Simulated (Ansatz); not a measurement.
# InH3S2: ionisation energy by level of theory

How much energy removes an electron from InH3S2 at fixed geometry? The cation is run at each level and the neutral's energy taken from earlier runs.

Program: Ansatz 0.2.0, Gaussian basis. Level of theory: unrestricted cation, the program's frozen cores in correlated methods. These are calculated values, not measurements.

Plan: UKS PBE-D4/def2-TZVPP; UKS r2SCAN-D4/def2-TZVPP; UKS PBE0-D4/def2-TZVPP; UKS B3LYP-D4/def2-TZVPP; UKS wB97X-V/def2-TZVPP; UKS wB97M-V/def2-TZVPP; UKS B2PLYP/def2-TZVPP; UHF-CCSD(T)/def2-TZVPP; UHF-CCSD(T)/def2-QZVPP; extrapolation to the limit; then −ε(HOMO) from the neutral's earlier runs with LDA (SPW92), PBE-D4, revPBE-D4, BLYP-D4, r2SCAN-D4, B97M-V, PBE0-D4, B3LYP-D4, r2SCANh-D4, r2SCAN0-D4, HSE06-D4, BHLYP-D4, CAM-B3LYP-D4, LC-ωPBE, ωB97X-V, ωB97M-V.

**1. Structure used throughout**

All runs share one geometry, relaxed beforehand with PBE0-D4 in a triple-zeta def2 set. In takes the def2 core potential; no spin-orbit term is included.

SMILES `[SH][InH][SH]`, 6 atoms, charge 0, spin multiplicity 1.

Atoms are counted from 1 here; the program's logs count them from 0.

Bond lengths: S1–In2 2.382 Å, S1–H4 1.343 Å, In2–S3 2.378 Å, In2–H5 1.705 Å, S3–H6 1.344 Å. Angles: In2–S1–H4 94.1°, S1–In2–S3 113.4°, S1–In2–H5 124.0°, S3–In2–H5 122.6°, In2–S3–H6 93.7°.

**2. Cation, UKS PBE-D4/def2-TZVPP**

File in.yaml:

```yaml
crystal:
  periodic: [false, false, false]
  atoms:
    - {symbol: S, position_ang: [-1.813726, -0.481128, 0.162076]}
    - {symbol: In, position_ang: [0.391654, 0.122989, -0.505335]}
    - {symbol: S, position_ang: [1.878688, 0.440372, 1.322639]}
    - {symbol: H, position_ang: [-2.277705, -0.554155, -1.096497]}
    - {symbol: H, position_ang: [0.876946, 0.314303, -2.128401]}
    - {symbol: H, position_ang: [0.944144, 0.157629, 2.245519]}
basis:
  gaussian: {orbitals: def2-TZVPP}
total_charge: 1
magnetization: {spin_polarized: true, initial_magnetization: 1}
hamiltonian: {xc: pbe, dispersion: d4}
```

Started as:

```
$ ansatz run in.yaml --threads 2 --pin off --events-out ev --progress --plain --max-ram 22528MiB --backend cpu
```

Further steps of the session: Cation, UKS r2SCAN-D4/def2-TZVPP; Cation, UKS PBE0-D4/def2-TZVPP; Cation, UKS B3LYP-D4/def2-TZVPP; Cation, UKS wB97X-V/def2-TZVPP; Cation, UKS wB97M-V/def2-TZVPP; Cation, UKS B2PLYP (frozen core)/def2-TZVPP; Cation, UHF-CCSD(T)/def2-TZVPP; Cation, UHF-CCSD(T)/def2-QZVPP.

Before running them: what should the planned runs give, taken together? Wanted: ionisation energy, CCSD(T)/CBS; nearest functional by difference; nearest −ε(HOMO); −ε(HOMO) of PBE; T1 of the cation.

The runs gave:

| quantity | value |
| --- | --- |
| ionisation energy, CCSD(T)/CBS | 9.80 eV |
| nearest functional by difference | ωB97X-V (-0.07 eV) |
| nearest −ε(HOMO) | ωB97X-V (-0.07 eV) |
| −ε(HOMO) of PBE | 6.22 eV |
| T1 of the cation | 0.036 |

What this shows: Energy differences with functionals land within 0.80 eV of the reference. −ε(HOMO) of PBE misses by 3.6 eV, since self-interaction lifts the level. Among orbital estimates ωB97X-V comes nearest. Hartree-Fock falls 1.17 eV short, as the neutral has more correlation energy than the cation. The cation's T1 (from the report) is 0.036, near the customary mark of 0.045 for open shells, so the coupled-cluster value is less safe. Correlated methods include outer-core shells of In, which these sets cover unevenly. With outer-core shells in play the reference is unsure by up to some tenths of an eV, so close misses can't be ranked.
